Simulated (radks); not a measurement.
# Ionisation of Pr²⁺: one atom, several choices of functional

The task here is to estimate one member of a computed series from the others.

Program: radks (a radial shooting solver on a logarithmic mesh, Libxc functionals) version 1. Level of theory: non-relativistic Kohn-Sham, spin-polarised, spherical densities, point nucleus; open shells are filled with parallel spins first. These are calculated values, not measurements, unless marked.

## The atom as given

```
element       : praseodymium (Z = 59)
charge        : +2
electrons     : 57
configuration : [Xe] 4f3
ion           : Pr³⁺, [Xe] 4f2
choices       : exchange-only r2SCAN; Wu-Cohen GGA; TASK exchange with Perdew-Wang LDA correlation; MS2 meta-GGA; LDA (Slater exchange, VWN5 correlation); BP86; exchange-only B88; HCTH/407; LDA (Slater exchange, Perdew-Zunger correlation); PBEsol
```

The outer shells:

Pr²⁺
```
[Xe] core
4f [↑ ][↑ ][↑ ][  ][  ][  ][  ]
```

Pr³⁺
```
[Xe] core
4f [↑ ][↑ ][  ][  ][  ][  ][  ]
```

Set-up of the first run:

Settings of this run:

```text
Z 59
configuration [Xe] 4f3
relativity non-relativistic
functional r2scan,
spin polarised
nucleus point
```

Steps of the session up to this table: exchange-only r2SCAN: Pr²⁺; exchange-only r2SCAN: Pr³⁺; Wu-Cohen GGA: Pr²⁺; Wu-Cohen GGA: Pr³⁺; TASK exchange with Perdew-Wang LDA correlation: Pr²⁺; TASK exchange with Perdew-Wang LDA correlation: Pr³⁺; MS2 meta-GGA: Pr²⁺; MS2 meta-GGA: Pr³⁺; LDA (Slater exchange, VWN5 correlation): Pr²⁺; LDA (Slater exchange, VWN5 correlation): Pr³⁺; BP86: Pr²⁺; BP86: Pr³⁺; exchange-only B88: Pr²⁺; exchange-only B88: Pr³⁺; HCTH/407: Pr²⁺; HCTH/407: Pr³⁺; LDA (Slater exchange, Perdew-Zunger correlation): Pr²⁺; LDA (Slater exchange, Perdew-Zunger correlation): Pr³⁺; PBEsol: Pr²⁺; PBEsol: Pr³⁺.

One table of the session follows, with a row left open; its other results are not shown here.

| functional | Δ-SCF (eV) | −ε(HOMO) (eV) | <r> HOMO (bohr) |
| --- | --- | --- | --- |
| exchange-only r2SCAN | 23.615 | 15.545 | 1.053 |
| Wu-Cohen GGA | 25.401 | 17.233 | 1.053 |
| TASK exchange with Perdew-Wang LDA correlation | 24.882 | 16.633 | 1.031 |
| MS2 meta-GGA | 24.996 | 16.928 | 1.056 |
| LDA (Slater exchange, VWN5 correlation) | 25.664 | 17.480 | 1.051 |
| BP86 | ? | ? | ? |
| exchange-only B88 | 24.116 | 16.033 | 1.059 |
| HCTH/407 | 26.436 | 18.149 | 1.033 |
| LDA (Slater exchange, Perdew-Zunger correlation) | 25.631 | 17.447 | 1.051 |
| PBEsol | 25.404 | 17.239 | 1.053 |

Q: Estimate the row for BP86 from the others.

As computed: Δ-SCF (eV): 25.447; −ε(HOMO) (eV): 17.282; <r> HOMO (bohr): 1.052. In the column «Δ-SCF (eV)» it lies between PBEsol (25.404) and LDA (Slater exchange, Perdew-Zunger correlation) (25.631).

Relativity is left out here, which matters for elements this heavy. Open shells are spherical and high-spin; term and fine-structure splittings are not resolved.
